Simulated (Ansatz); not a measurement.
# CH6AlFSi: up Jacob's ladder to CCSD(T)

One table from this session's results is given with a row withheld; the runs are named, their logs left out.

Method: functionals in def2-TZVPP, the program's frozen cores in correlated methods; program: Ansatz 0.2.0, Gaussian basis.

Plan: LDA (SPW92), PBE-D4, revPBE-D4, BLYP-D4, r2SCAN-D4, B97M-V, PBE0-D4, B3LYP-D4, r2SCANh-D4, r2SCAN0-D4, HSE06-D4, BHLYP-D4, CAM-B3LYP-D4, LC-ωPBE, ωB97X-V, ωB97M-V, B2PLYP, PBE-QIDH; CCSD(T)/def2-SVP; CCSD(T)/def2-TZVPP; MP2/def2-QZVPP; extrapolation to the limit; RPA on PBE.

## The geometry

All runs share one geometry, relaxed beforehand with PBE0-D4 in a triple-zeta def2 set.

10 atoms, charge 0, spin multiplicity 1.

Atoms are counted from 1 here; the program's logs count them from 0.

Bond lengths: C1–Si2 1.882 Å, C1–H5 1.092 Å, C1–H6 1.092 Å, C1–H7 1.092 Å, Si2–Al3 2.453 Å, Si2–H8 1.493 Å, Si2–H9 1.493 Å, Al3–F4 1.655 Å, Al3–H10 1.586 Å. Angles: Si2–C1–H5 110.6°, Si2–C1–H6 111.0°, Si2–C1–H7 111.0°, H5–C1–H6 108.1°, H5–C1–H7 108.1°, H6–C1–H7 107.9°, C1–Si2–Al3 113.1°, C1–Si2–H8 109.7°, C1–Si2–H9 109.6°, Al3–Si2–H8 109.0°, Al3–Si2–H9 108.9°, H8–Si2–H9 106.3°, Si2–Al3–F4 117.3°, Si2–Al3–H10 127.4°, F4–Al3–H10 115.3°.

Coordinates:

| atom | x (Å) | y (Å) | z (Å) |
| --- | --- | --- | --- |
| C1 | 0.20930 | 1.52208 | -0.54967 |
| Si2 | -0.48730 | 0.18571 | 0.57806 |
| Al3 | 0.32047 | -2.06187 | 0.01849 |
| F4 | -0.27132 | -3.32443 | 0.91008 |
| H5 | -0.17100 | 2.50488 | -0.26281 |
| H6 | -0.06992 | 1.34084 | -1.58990 |
| H7 | 1.29976 | 1.55110 | -0.49534 |
| H8 | -1.97874 | 0.19797 | 0.50959 |
| H9 | -0.12916 | 0.49038 | 1.99555 |
| H10 | 1.36113 | -2.45785 | -1.11104 |

Set-up of the first run:

File in.yaml:

```yaml
crystal:
  periodic: [false, false, false]
  atoms:
    - {symbol: C, position_ang: [0.209297, 1.522079, -0.549673]}
    - {symbol: Si, position_ang: [-0.487299, 0.185710, 0.578060]}
    - {symbol: Al, position_ang: [0.320467, -2.061867, 0.018486]}
    - {symbol: F, position_ang: [-0.271321, -3.324426, 0.910083]}
    - {symbol: H, position_ang: [-0.171004, 2.504877, -0.262813]}
    - {symbol: H, position_ang: [-0.069924, 1.340836, -1.589900]}
    - {symbol: H, position_ang: [1.299761, 1.551099, -0.495344]}
    - {symbol: H, position_ang: [-1.978743, 0.197971, 0.509594]}
    - {symbol: H, position_ang: [-0.129160, 0.490375, 1.995546]}
    - {symbol: H, position_ang: [1.361127, -2.457853, -1.111041]}
basis:
  gaussian: {orbitals: def2-TZVPP}
hamiltonian: {xc: lda}
output: {orbitals: {seedname: orbitals}}
```

Steps of the session up to this table: LDA; PBE-D4 (GGA); revPBE-D4 (GGA); BLYP-D4 (GGA); r2SCAN-D4 (meta-GGA); B97M-V (meta-GGA); PBE0-D4 (hybrid); B3LYP-D4 (hybrid); r2SCANh-D4 (hybrid); r2SCAN0-D4 (hybrid); HSE06-D4 (hybrid); BHLYP-D4 (hybrid); CAM-B3LYP-D4 (range-separated); LC-ωPBE (range-separated); ωB97X-V (range-separated); ωB97M-V (range-separated); B2PLYP (double hybrid); PBE-QIDH (double hybrid).

One of the session's tables, all rows but one given; the rest of the session is left out.

It belongs to the step «Orbital energies across the functionals». 

| functional | HOMO (eV) | LUMO (eV) | gap (eV) |
| --- | --- | --- | --- |
| LDA (SPW92) | -6.47 | -2.62 | 3.86 |
| PBE-D4 | ? | ? | ? |
| revPBE-D4 | -6.37 | -2.31 | 4.05 |
| BLYP-D4 | -6.29 | -2.29 | 4.00 |
| r2SCAN-D4 | -6.65 | -2.18 | 4.47 |
| B97M-V | -6.71 | -2.37 | 4.34 |
| PBE0-D4 | -7.52 | -1.67 | 5.86 |
| B3LYP-D4 | -7.34 | -1.86 | 5.49 |
| r2SCANh-D4 | -7.06 | -1.92 | 5.14 |
| r2SCAN0-D4 | -7.68 | -1.53 | 6.14 |
| HSE06-D4 | -7.13 | -2.03 | 5.09 |
| BHLYP-D4 | -8.56 | -0.90 | 7.66 |
| CAM-B3LYP-D4 | -8.81 | -0.71 | 8.10 |
| LC-ωPBE | -10.09 | 0.37 | 10.46 |
| ωB97X-V | -9.78 | 0.25 | 10.03 |
| ωB97M-V | -9.52 | -0.02 | 9.50 |

Q: Estimate the row for PBE-D4 from the others.

As computed: HOMO (eV): -6.40; LUMO (eV): -2.41; gap (eV): 3.99. In the column «HOMO (eV)» it lies between LDA (SPW92) (-6.47) and revPBE-D4 (-6.37).
